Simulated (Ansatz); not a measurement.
# AlGa3As4: the cost of one run

Program: Ansatz 0.2.0. Level of theory: DFT PBE, scalar-relativistic, plane waves, PAW. These are calculated values, not measurements.

## (1) The structure to begin with

The cell holds 16 atoms (Al2As8Ga6): a = 8.066 Å, b = 8.066 Å, c = 8.065 Å, α = 60.88°, β = 60.88°, γ = 60.88°.

The sites of an ideal zinc blende lattice, at a guessed lattice constant, take 2 Al, 6 Ga; 8 As (sublattices apart by semicolons), with a shake of 0.02 Å. Warren-Cowley parameters of the first shell (negative: unlike neighbours preferred): Al-Ga -0.33. In a cell this small the draw can fall short of the order aimed at.

As a file:

```
Al Ga As
1.0
    -5.70333    5.70311   -0.07605
    -5.70356   -0.07628    5.70334
     0.07581    5.70287    5.70287
Al Ga As
2 6 8
Direct
  0.00139 0.00110 0.00158
  0.50135 0.50113 0.50166
  0.50146 0.99948 0.99960
  0.99944 0.50084 0.00006
  0.99984 0.99910 0.50157
  0.49979 0.49912 0.00156
  0.49955 0.00085 0.50006
  0.00150 0.49946 0.49958
  0.87410 0.87394 0.37453
  0.37428 0.87408 0.37418
  0.87431 0.37366 0.37465
  0.87587 0.87535 0.87610
  0.37594 0.37538 0.37606
  0.37431 0.87365 0.87462
  0.87426 0.37403 0.87416
  0.37400 0.37395 0.87463
```

## (2) The final cell at tighter settings

input.yaml reads:

```yaml
crystal:
  lattice:
    - [-5.7033296158, 5.7031146246, -0.076046064]
    - [-5.7035599252, -0.0762763734, 5.7033446448]
    - [0.0758055285, 5.702874089, 5.7028737998]
  atoms:
    - { symbol: Al, position: [0.0013938105, 0.00109741, 0.0015802916] }
    - { symbol: Al, position: [0.5013496807, 0.5011316936, 0.5016553177] }
    - { symbol: Ga, position: [0.5014593439, 0.9994788987, 0.9995999234] }
    - { symbol: Ga, position: [0.9994381058, 0.500840637, 6.39141e-05] }
    - { symbol: Ga, position: [0.9998390493, 0.9990992852, 0.5015748866] }
    - { symbol: Ga, position: [0.4997936882, 0.4991230332, 0.0015597544] }
    - { symbol: Ga, position: [0.4995475583, 0.0008515509, 0.5000640037] }
    - { symbol: Ga, position: [0.0014996499, 0.4994580667, 0.499578996] }
    - { symbol: As, position: [0.8740956181, 0.8739426597, 0.3745290803] }
    - { symbol: As, position: [0.3742815516, 0.8740817899, 0.3741832313] }
    - { symbol: As, position: [0.8743105595, 0.3736632497, 0.3746480013] }
    - { symbol: As, position: [0.8758660426, 0.8753496913, 0.8760968886] }
    - { symbol: As, position: [0.3759395087, 0.3753813798, 0.3760640572] }
    - { symbol: As, position: [0.3743063826, 0.8736495005, 0.8746224615] }
    - { symbol: As, position: [0.8742606391, 0.3740335813, 0.8741632676] }
    - { symbol: As, position: [0.3739956379, 0.3739472369, 0.8746333358] }
  symmetry: { detect: false }
basis:
  ecutwfc: 420
kpoints:
  mp_grid: { grid: [3, 3, 3] }
hamiltonian:
  xc: pbe
scf:
  occupations: { method: gaussian, width: 0.1 }
  lower_state_search: "off"
output:
  forces: true
  stress: true
  eigenvalues: true
relax:
  adjacent_minimum: "off"
  f_tol: 0.04
  max_steps: 25
  cell: { stress_tol: 0.3 }
```

On the command line:

```sh
> ansatz run input.yaml --threads 4 --pin off --max-ram 9216MiB --backend cpu --events-out ev --progress --plain --runs-dir out
```

**Question.** How long does this run take on 4 threads of Arm Neoverse V1, shared host, and how much memory does it need?

About 2 min, with a peak of 1.5 GiB.
